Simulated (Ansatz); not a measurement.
# Tc3Sn (P-6m2) in Ansatz: single point with PBE

Aim: the single point of Tc3Sn with PBE.

Everything below comes from runs of Ansatz 0.2.0. Logs are shortened: lines on timing, memory, paths and dates and some standing lists are left out, and cuts for length are marked.

### Step 1. The structure

It takes space group P-6m2 (No. 187, hexagonal). Conventional cell: a = 2.942 Å, b = 2.942 Å, c = 8.633 Å, α = 90.00°, β = 90.00°, γ = 120.00°. Around Sn (site symmetry -6m2) lie 6 Tc at 2.83 Å and 6 Sn at 2.94 Å. Around Tc (site symmetry 3m) lie 9 Tc at 2.67 to 2.94 Å and 3 Sn at 2.83 Å. Around Tc (site symmetry -6m2) lie 12 Tc at 2.67 to 2.94 Å.

The cell comes from a database or a generator and needn't be the stable form of this composition.

### Step 2. Single point, PBE

File input.yaml:

```yaml
crystal:
  lattice:
    - [2.9415865702, 0.0, 0.0]
    - [-1.4707932851, 2.5474886972, 0.0]
    - [0.0, 0.0, 8.633447]
  atoms:
    - { symbol: Sn, position: [0.0, 0.0, 0.0] }
    - { symbol: Tc, position: [0.3333333333, 0.6666666667, 0.738218] }
    - { symbol: Tc, position: [0.3333333333, 0.6666666667, 0.261782] }
    - { symbol: Tc, position: [0.0, 0.0, 0.5] }
hamiltonian:
  xc: pbe
  pseudopotentials: { kind: paw }
kpoints:
  mp_grid: { grid: [10, 10, 3] }
scf:
  occupations: { method: gaussian, width: 0.02 }
output:
  forces: true
  stress: true
  eigenvalues: true
  write_density: true
  write_potential: true
  elf: true
  volumetric_format: npy
```

Potentials or basis: Ansatz PAW earlier set.

Run with:

```console
$ ansatz run input.yaml --threads 2 --pin off --max-ram 5632MiB --backend cpu --events-out ev --progress --plain --runs-dir out
```

The log of the run:

```text
Warning: RAYON_NUM_THREADS=2 ignored (pool sized by the plan → 2); use --threads N
Engine: ansatz 0.2.0, aarch64-unknown-linux-gnu
Pseudopotentials: kind: paw
Pseudopotential: Sn, paw, valence charge 14, recommended cutoff 420 eV (normal), Sn.paw.azcp
Pseudopotential: Tc, paw, valence charge 15, recommended cutoff 500 eV (normal), Tc.paw.azcp
Functional definition: PBE
  parameter kappa = 0.804
  parameter beta = 0.06672455060314922
  exchange = pbe_x(kappa = kappa, mu = beta*pi^2/3)
  correlation = pbe_c(beta = beta)
Crystal: 4 atoms, lattice volume = 64.696 Å³
Basis set: ecut = 500 eV, 1663 PW (Γ), exchange–correlation on 48×48×128 points (8 copies of the dense FFT grid, shifted against one another)
Bands: 36, of which v1, the nominal top of the filled ones, is band 30 counted from 1 (29 counted from 0)
Symmetry: 12 space group operations
Space group: P-6m2 (ITA 187), of the structure as read, at distance tolerance 4.0e-5 Å
k-points: 28 of 300 (time reversal used)
Non-local potential: Sn, projectors of the file, l = 0: 2, l = 1: 2, l = 2: 2, l = 3: 2
Non-local potential: Tc, projectors of the file, l = 0: 3, l = 1: 3, l = 2: 2, l = 3: 2
PAW form: soft (Blöchl's): semilocal exchange-correlation on the pseudo side does not see the compensation charge
PAW one-centre angular grid: Sn, 590 points (default); XC on 64 Gauss nodes
PAW one-centre angular grid: Tc, 590 points (default); XC on 64 Gauss nodes
Initial density: superposition of atomic densities (chi_scale 0.1, normalization cell, long waves kept (reshape's long-wave potential 0.10 eV rms))
Initial wavefunctions: pseudopotential atomic-orbital guess
Functional: x = pbe(κ = 0.804, μ = 0.2195149727645171), c = pbe(β = 0.06672455060314922)
SCF iter   1: F=—  HF=-22219.799999 eV  |F-HF|=—  |Δ(HF+E_count)|=         —  Δρ=5.33e-2  dr2=1.87e1  ethr=3.10e-3  ⟨swp⟩=6.1  Hψ=3539  notcnv=0
preconditioner: auto → Resta (q_TF=auto, 2.687 Å⁻¹)  ε∞=9.5  [insulator: Δε(μ)=0.058 eV  Ē_g=9.368 eV  σ=0.020 eV  W_gap=0.64  n_scr=24 (ndim 8)  ℏωp=27.3 eV  f_vac=0.000  D(μ)=8.06/eV (n_scr^D=108)  ε∞_Penn≈9.5]
SCF iter   2: F=—  HF=-22217.967709 eV  |F-HF|=—  |Δ(HF+E_count)|=    1.83e0  Δρ=2.87e-2  dr2=3.21e0  ethr=3.10e-3  ⟨swp⟩=2.1  Hψ=1598  notcnv=0  defer=30
SCF iter   3: F=—  HF=-22217.498826 eV  |F-HF|=—  |Δ(HF+E_count)|=   4.69e-1  Δρ=7.18e-3  dr2=5.06e-2  ethr=3.10e-3  ⟨swp⟩=2.1  Hψ=1454  notcnv=0  defer=34
SCF iter   4: F=—  HF=-22217.487450 eV  |F-HF|=—  |Δ(HF+E_count)|=   1.14e-2  Δρ=1.63e-3  dr2=2.45e-3  ethr=8.58e-5  ⟨swp⟩=2.2  Hψ=1687  notcnv=0  defer=33
SCF iter   5: F=—  HF=-22217.486986 eV  |F-HF|=—  |Δ(HF+E_count)|=   4.65e-4  Δρ=3.78e-4  dr2=7.78e-5  ethr=4.14e-6  ⟨swp⟩=2.4  Hψ=1412  notcnv=0  defer=33
SCF iter   6: F=—  HF=-22217.486972 eV  |F-HF|=—  |Δ(HF+E_count)|=   1.34e-5  Δρ=7.10e-5  dr2=3.43e-6  ethr=1.32e-7  ⟨swp⟩=2.2  Hψ=1380  notcnv=0  defer=33
SCF iter   7: F=—  HF=-22217.486971 eV  |F-HF|=—  |Δ(HF+E_count)|=   6.59e-7  Δρ=2.04e-5  dr2=2.24e-7  ethr=5.82e-9  ⟨swp⟩=2.1  Hψ=1487  notcnv=0  defer=33
SCF iter   8: F=-22217.486971 eV  HF=-22217.486971 eV  |F-HF|=3.99e-9  |Δ(HF+E_count)|=   4.94e-9  Δρ=3.97e-6  dr2=7.95e-9  ethr=1.69e-10  ⟨swp⟩=13.2  Hψ=6423  notcnv=0
SCF 1 converged in 8 iterations: F = -22217.486971 eV  dr2 = 7.95e-9
SCF converged after 8 iterations
Free energy (F): -22217.486971 eV
Harris-Foulkes:  -22217.486971 eV  (|F-HF|=3.99e-9)
Internal energy: -22217.485566 eV  (E = F + TS)
E sigma→0 (E₀):  -22217.486269 eV
Entropy (-TS):   -0.001406 eV (-0.351 meV/atom)
Fermi energy:    19.742085 eV
--- Per-component energies (eV) ---
  E_band       = -226.990696
  E_kinetic    = 2058.817067
  E_local      = -4438.706939  (includes V_loc(G=0)·N_el)
  E_nonlocal   = 826.118452
  E_hartree    = 1513.906789
  E_xc         = -1100.277146
  E_vxc        = -980.248371  (∫ρ·V_xc dr)
  E_paw        = -13974.213883  (= ΣΔE_a)
  E_vpaw       = -720.785854  (= ΣTr[D̂ρ^β])
  E_aug_tail   = -0.000082  (compensation charges beyond the density's cutoff)
  E_ewald      = -7103.129824
  E_smearing   = -0.001406  (= −TS)
  E_closure    = -0.000000  (closes the sum)
  Σ components = -22217.486971   (vs F -22217.486971, Δ=0.00e0)
--- Forces (eV/Å), atoms counted from 1 ---
  atom   1  Sn     0.00000000     0.00000000     0.00000000
  atom   2  Tc    -0.00000000    -0.00000000    -0.04691462
  atom   3  Tc    -0.00000000    -0.00000000     0.04691462
  atom   4  Tc    -0.00000000    -0.00000000     0.00000000
  max |Σ_I F_I| component: 7.63e-17 eV/Å
--- Stress (GPa, compression-positive) ---
       -1.919469      -0.000000      -0.000000
        0.000000      -1.919469       0.000000
       -0.000000       0.000000      -1.733118
  P = ⅓ Tr σ = -1.8574 GPa (-18.574 kbar)
--- Band table (eV; the first three rows and the last of 28) ---
  k-point 0: bands = ["-47.0737", "-46.8771", "-46.8260", "-19.4679", "-18.9427", "-18.8676", "-18.8676", "-18.7003", "-18.7003", "-18.6392", "-18.6392", "-18.5202", "-2.3671", "-2.3671", "-2.2779", "-1.9486", "-1.9486", "7.4017", "13.3876", "13.9370", "14.9466", "16.7934", "17.8372", "17.8372", "17.8633", "17.8633", "18.6295", "18.6295", "19.1966", "19.6058", "19.6058", "20.7207", "20.9259", "20.9259", "21.8021", "21.8021"]
  k-point 1: bands = ["-47.0737", "-46.8772", "-46.8260", "-19.4692", "-18.9394", "-18.8677", "-18.8677", "-18.7003", "-18.7003", "-18.6392", "-18.6392", "-18.5223", "-2.3671", "-2.3671", "-2.2778", "-1.9486", "-1.9486", "7.4182", "12.7873", "14.6537", "15.1664", "16.6510", "17.8438", "17.8438", "17.8645", "17.8645", "18.6486", "18.6486", "19.2130", "19.5317", "19.5317", "20.0432", "20.9829", "20.9829", "21.8010", "21.8010"]
  k-point 2: bands = ["-47.0648", "-46.8715", "-46.8240", "-19.4498", "-19.0136", "-18.8845", "-18.8442", "-18.7582", "-18.7114", "-18.6763", "-18.6441", "-18.5152", "-2.3811", "-2.3241", "-2.2439", "-1.9757", "-1.9546", "7.6343", "13.6467", "14.2031", "15.1666", "16.9171", "17.6403", "17.6478", "17.9864", "18.0359", "18.3102", "18.8445", "19.1790", "19.2986", "19.5452", "20.0363", "20.8685", "20.9885", "21.8907", "22.9971"]
  k-point 27: bands = ["-46.9606", "-46.8120", "-46.8111", "-19.3631", "-19.3466", "-19.2581", "-19.0374", "-19.0153", "-18.8696", "-18.8630", "-18.6786", "-18.6443", "-2.2593", "-2.1612", "-2.1283", "-2.1084", "-1.9248", "13.4020", "15.2536", "15.5306", "16.1195", "16.3224", "16.4306", "16.7889", "16.9572", "17.6335", "17.8484", "18.2385", "19.7490", "19.9151", "20.6729", "20.7929", "21.8826", "22.0406", "22.2610", "24.1663"]
```

Wall time 5 s (2 threads of Arm Neoverse V1, shared host); peak memory 0.35 GiB.

Results:

```
Free energy            : -22217.4870 eV
Pressure               : -1.9 GPa
Largest force          : 0.047 eV/Å
Band gap on the k mesh : none (metal or under the smearing width)
```

Forces on the atoms (eV/Å):
```
Sn   0.000  0.000  0.000
Tc   0.000  0.000 -0.047
Tc   0.000  0.000  0.047
Tc   0.000  0.000  0.000
```

Stress tensor (GPa, compression positive):
```
-1.92  0.00  0.00
 0.00 -1.92  0.00
 0.00  0.00 -1.73
```

Levels at points of the mesh, in eV from the Fermi level:
| k point | band 26 | band 27 | band 28 | band 29 | band 30 | band 31 | band 32 | band 33 |
| --- | --- | --- | --- | --- | --- | --- | --- | --- |
| (0.00, 0.00, 0.00) | -1.88 | -1.11 | -1.11 | -0.55 | -0.14 | -0.14 | 0.98 | 1.18 |
| (0.00, -0.50, 0.00) | -1.82 | -0.69 | -0.47 | 0.01 | 1.78 | 1.81 | 1.95 | 2.24 |
